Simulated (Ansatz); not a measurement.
**Ta3W (Fm-3m): equation of state with a fit from a Python script**

Where is the equilibrium volume of Ta3W (Fm-3m), and how stiff is it? A script is to give an equation of state with a fit; the system is Ta3W (Fm-3m).

Program: the Python package of Ansatz 0.2.0. Level of theory: DFT LDA, plane waves, PAW. These are calculated values, not measurements.

## Step 1: The structure

It takes space group Fm-3m (No. 225, cubic). Conventional cell: a = 6.534 Å, b = 6.534 Å, c = 6.534 Å, α = 90.00°, β = 90.00°, γ = 90.00°. Ta (site symmetry -43m) is surrounded by 4 Ta at 2.83 Å and 4 W at 2.83 Å. Ta (site symmetry m-3m) is surrounded by 8 Ta at 2.83 Å. W (site symmetry m-3m) has 8 Ta at 2.83 Å in its first shell of neighbours.

The script holds or builds the structure itself.

## Step 2: Script

Contents of run_eos.py:

```python
import warnings

import ansatz as az
import numpy as np
from pymatgen.analysis.eos import EOS

vectors0 = np.array([
    [0.0, 3.267173, 3.267173],
    [3.267173, 0.0, 3.267173],
    [3.267173, 3.267173, 0.0],
])
sites = [
    ('Ta', (0.25, 0.25, 0.25)),
    ('Ta', (0.75, 0.75, 0.75)),
    ('Ta', (0.5, 0.5, 0.5)),
    ('W', (0.0, 0.0, 0.0)),
]


def build(cell):
    crystal = az.Crystal(lattice=az.Lattice.of(cell))
    for symbol, position in sites:
        crystal = crystal.atom(symbol, position)
    return crystal


def main() -> None:
    warnings.simplefilter('ignore', az.DeckWarning)

    volumes, energies = [], []
    for scale in np.linspace(0.88, 1.12, 7):
        cell = vectors0 * scale ** (1 / 3)
        model = (
            build(cell).calculation()
            .functional(az.Functional.LDA)
            .occupations('Fermi-Dirac', width=0.1)
            .basis(500)
            .kpoints(6, 6, 6)
        )
        data = model.run(threads=1).report
        volumes.append(abs(np.linalg.det(cell)) / len(sites))
        energies.append(data['free_energy_ev'] / len(sites))
        print(f'V = {volumes[-1]:8.4f} A^3/atom  F = {energies[-1]:.5f} eV/atom')

    for form in ['vinet', 'pourier_tarantola', 'murnaghan']:
        fit = EOS(eos_name=form).fit(volumes, energies)
        print(f'{form:18s} V0 {fit.v0:8.4f} A^3/atom  B0 {fit.b0_GPa:7.1f} GPa  B1 {fit.b1:5.2f}')


if __name__ == '__main__':
    main()
```

## Step 3: The input behind the calls

The package turns the script's settings into the engine's input (first run):

```yaml
crystal:
  lattice:
    - [0.0, 3.1308795177318776, 3.1308795177318776]
    - [3.1308795177318776, 0.0, 3.1308795177318776]
    - [3.1308795177318776, 3.1308795177318776, 0.0]
  atoms:
    - { symbol: Ta, position: [0.25, 0.25, 0.25] }
    - { symbol: Ta, position: [0.75, 0.75, 0.75] }
    - { symbol: Ta, position: [0.5, 0.5, 0.5] }
    - { symbol: W, position: [0.0, 0.0, 0.0] }
basis:
  ecutwfc: 500.0
kpoints:
  mp_grid:
    grid: [6, 6, 6]
hamiltonian:
  xc: lda
scf:
  occupations:
    method: fermi_dirac
    width: 0.1
```

## Step 4: Launch

Run with:

```console
python run_eos.py
```

Standard output:

```text
V =  15.3451 A^3/atom  F = -9794.39823 eV/atom
V =  16.0426 A^3/atom  F = -9794.46949 eV/atom
V =  16.7401 A^3/atom  F = -9794.48779 eV/atom
V =  17.4376 A^3/atom  F = -9794.46262 eV/atom
V =  18.1351 A^3/atom  F = -9794.40174 eV/atom
V =  18.8326 A^3/atom  F = -9794.31165 eV/atom
V =  19.5301 A^3/atom  F = -9794.19785 eV/atom
vinet              V0  16.6621 A^3/atom  B0   243.2 GPa  B1  3.74
pourier_tarantola  V0  16.6627 A^3/atom  B0   243.2 GPa  B1  3.70
murnaghan          V0  16.6587 A^3/atom  B0   242.5 GPa  B1  3.93
```

Wall time 16 s (1 thread of Arm Neoverse V1, shared host); peak memory 0.51 GiB.

## Step 5: What changed from run to run

The engine's inputs for some of the other runs:

Run 3, against run 1:

```diff
@@ -3,3 +3,3 @@
-    - [0.0, 3.1308795177318776, 3.1308795177318776]
-    - [3.1308795177318776, 0.0, 3.1308795177318776]
-    - [3.1308795177318776, 3.1308795177318776, 0.0]
+    - [0.0, 3.2230166006106025, 3.2230166006106025]
+    - [3.2230166006106025, 0.0, 3.2230166006106025]
+    - [3.2230166006106025, 3.2230166006106025, 0.0]
```

Run 6, against run 1:

```diff
@@ -3,3 +3,3 @@
-    - [0.0, 3.1308795177318776, 3.1308795177318776]
-    - [3.1308795177318776, 0.0, 3.1308795177318776]
-    - [3.1308795177318776, 3.1308795177318776, 0.0]
+    - [0.0, 3.3520723461789266, 3.3520723461789266]
+    - [3.3520723461789266, 0.0, 3.3520723461789266]
+    - [3.3520723461789266, 3.3520723461789266, 0.0]
```

Run 7, against run 1:

```diff
@@ -3,3 +3,3 @@
-    - [0.0, 3.1308795177318776, 3.1308795177318776]
-    - [3.1308795177318776, 0.0, 3.1308795177318776]
-    - [3.1308795177318776, 3.1308795177318776, 0.0]
+    - [0.0, 3.3929553064454354, 3.3929553064454354]
+    - [3.3929553064454354, 0.0, 3.3929553064454354]
+    - [3.3929553064454354, 3.3929553064454354, 0.0]
```

## Step 6: What each run gave

The 7 runs, in the order started:

```tsv
run	volume (Å³/atom)	energy from run 3 (meV/atom)	SCF cycles	CPU time (s)
1	15.345	89.57	6	1.9
2	16.043	18.31	6	1.8
3	16.740	0.00	6	1.8
4	17.438	25.18	6	1.8
5	18.135	86.06	6	1.9
6	18.833	176.14	6	1.9
7	19.530	289.95	6	1.9
```

Energies are free energies F = E - TS of the smeared occupations. 

## Step 7: Summary of results

| quantity | value |
| --- | --- |
| runs compared | 7 |
| range of energy | 289.95 meV/atom |
| lowest point, volume (Å³/atom) | 16.740 |
| equilibrium volume (fit) | 16.66 Å³/atom |
| bulk modulus (fit) | 243 GPa |

In words: A third-order Birch-Murnaghan fit through the 7 points (the script's own form differs a little) has its minimum at 16.66 Å³ an atom, 4.5 % below the typed cell, with a bulk modulus of 243 GPa. From that minimum the energy rises by 89.8 meV an atom on the compressed side and 290.2 meV on the expanded side. Reading the output:
- The mesh is modest for a metal, so energies can be off by several to tens of meV an atom and pressures by half a GPa or more; differences at equal mesh fare better.
- Spin-orbit coupling, which matters for elements this heavy, is left out.
- This cell is a computed structure, which may not be the phase found in nature.
